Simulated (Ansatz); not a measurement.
# Sn3GeSe: the cost of one run

Method: DFT PBE, scalar-relativistic, plane waves, PAW, in Ansatz 0.2.0.

## Step 1: The system as given

Symmetry: P4mm, No. 99, tetragonal system. Conventional cell: a = 4.975 Å, b = 4.975 Å, c = 5.545 Å, α = 90.00°, β = 90.00°, γ = 90.00°. Around Sn (site symmetry 4mm) lie 4 Sn at 2.71 Å. Sn (site symmetry 2mm) is surrounded by 2 Sn at 2.71 Å and 2 Se at 2.77 Å. Ge (site symmetry 4mm) is surrounded by 1 Se at 2.11 Å. Se (site symmetry 4mm) has 1 Ge at 2.11 Å and 4 Sn at 2.77 Å as nearest neighbours.

As a file:

```xyz
5
Lattice="4.9754 0.0000 0.0000 0.0000 4.9754 0.0000 0.0000 0.0000 5.5455" Properties=species:S:1:pos:R:3 pbc="T T T"
Sn    0.0000    0.0000    5.1745
Sn    2.4877    0.0000    4.0940
Sn    0.0000    2.4877    4.0940
Ge    2.4877    2.4877    1.8765
Se    2.4877    2.4877    5.3108
```

The cell is invented: random cell by space group and Wyckoff sites (P4mm, No. 99). Its size is a rough estimate.

## Step 2: Probe: one point on a coarse mesh

Input file input.yaml:

```yaml
crystal:
  lattice:
    - [4.97540733, 0.0, 0.0]
    - [0.0, 4.97540733, 0.0]
    - [0.0, 0.0, 5.54546123]
  atoms:
    - { symbol: Sn, position: [0.0, 0.0, 0.93309719] }
    - { symbol: Sn, position: [0.5, 0.0, 0.73826875] }
    - { symbol: Sn, position: [0.0, 0.5, 0.73826875] }
    - { symbol: Ge, position: [0.5, 0.5, 0.33838799] }
    - { symbol: Se, position: [0.5, 0.5, 0.95767861] }
basis:
  ecutwfc: 420
kpoints:
  mp_grid: { grid: [4, 4, 4] }
hamiltonian:
  xc: pbe
scf:
  occupations: { method: gaussian, width: 0.1 }
  lower_state_search: "off"
output:
  forces: true
  stress: true
  eigenvalues: true
```

Started as:

```bash
> ansatz run input.yaml --threads 1 --pin off --max-ram 2560MiB --backend cpu --events-out ev --progress --plain --runs-dir out
```

Q: Estimate wall time and peak memory on 1 thread of Intel Xeon 6975P-C (Granite Rapids), shared host.

About 4.7 s, with a peak of 0.47 GiB.
